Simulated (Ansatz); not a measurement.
**F− with CH4: structure and interaction energy**

An exercise on one series of results from a longer session: the logs are not shown, and one member is left open.

Method: PBE0-D4 structure, single points in def2-TZVPPD; program: Ansatz 0.2.0, Gaussian basis.

Levels: PBE-D4, revPBE-D4, BLYP-D4, r2SCAN-D4, B97M-V, PBE0-D4, B3LYP-D4, HSE06-D4, wB97X-V, wB97M-V, B2PLYP, Hartree-Fock, MP2, CCSD, CCSD(T). The reference is CCSD(T) extrapolated to the basis limit.

Correlated methods freeze the cores. B3LYP uses VWN-RPA correlation. B2PLYP carries no dispersion term here.

163 further runs of the same task are left out: 163 set aside as unsound or not needed.

## The system as given

The pair, from a GFN2-xTB docking trial: 6 atoms, charge -1, spin multiplicity 1.

Atoms are counted from 1 here; the program's logs count them from 0.

Bond lengths: C2–H3 1.084 Å, C2–H4 1.085 Å, C2–H5 1.101 Å, C2–H6 1.084 Å. Angles: H3–C2–H4 109.7°, H3–C2–H5 109.1°, H3–C2–H6 109.6°, H4–C2–H5 109.5°, H4–C2–H6 109.6°, H5–C2–H6 109.4°.

Geometry (Å):

```xyz
6
charge -1, multiplicity 1
F    -1.0624    0.2580   -2.1871
C     0.2153   -0.0523    0.4413
H    -0.4285    0.3590    1.2109
H     1.1644    0.4730    0.4404
H    -0.2724    0.0687   -0.5379
H     0.3835   -1.1064    0.6325
```

Atoms 1 to 1 are fragment A (F−), the rest fragment B (CH4).

Set-up of the first run:

Input file pre/in.yaml:

```yaml
crystal:
  periodic: [false, false, false]
  atoms:
    - {symbol: F, position_ang: [-1.062400, 0.258000, -2.187100]}
    - {symbol: C, position_ang: [0.215300, -0.052300, 0.441300]}
    - {symbol: H, position_ang: [-0.428500, 0.359000, 1.210900]}
    - {symbol: H, position_ang: [1.164400, 0.473000, 0.440400]}
    - {symbol: H, position_ang: [-0.272400, 0.068700, -0.537900]}
    - {symbol: H, position_ang: [0.383500, -1.106400, 0.632500]}
basis:
  gaussian: {orbitals: def2-SVPD}
total_charge: -1
hamiltonian: {xc: pbe, dispersion: d4}
relax: {f_tol: 0.03, max_steps: 250}
```

Run with:

```
$ ansatz run in.yaml --threads 2 --pin off --events-out ev --progress --plain --max-ram 5222MiB
```

Among the steps run: A first relaxation in a small basis; Relaxation at PBE0-D4; wB97X-V/def2-TZVPPD; wB97M-V/def2-TZVPPD; B2PLYP/def2-TZVPPD; B97M-V/def2-TZVPPD; CCSD(T)/def2-TZVPPD; MP2/def2-QZVPPD; Hartree-Fock/STO-3G; SPW92/def2-SVP; wB97M-V/def2-SVP; CCSD(T)/def2-SVP; Vibrations of the pair.

One table of the session follows, with a row left open; its other results are not shown here.

| method | interaction (kJ/mol) |
| --- | --- |
| PBE-D4 | -34.00 |
| revPBE-D4 | -29.99 |
| BLYP-D4 | -29.54 |
| r2SCAN-D4 | -33.64 |
| B97M-V | -32.07 |
| PBE0-D4 | -33.47 |
| B3LYP-D4 | -30.86 |
| HSE06-D4 | -33.53 |
| wB97X-V | -29.12 |
| wB97M-V | -30.06 |
| B2PLYP | -27.28 |
| Hartree-Fock | -19.33 |
| MP2 | -25.95 |
| CCSD | -26.04 |
| CCSD(T) | -27.38 |
| CCSD(T)/CBS | ? |

Q: Estimate the row for CCSD(T)/CBS from the others.

**Answer.** interaction (kJ/mol): -30.00. In the column «interaction (kJ/mol)» it lies between wB97M-V (-30.06) and revPBE-D4 (-29.99).
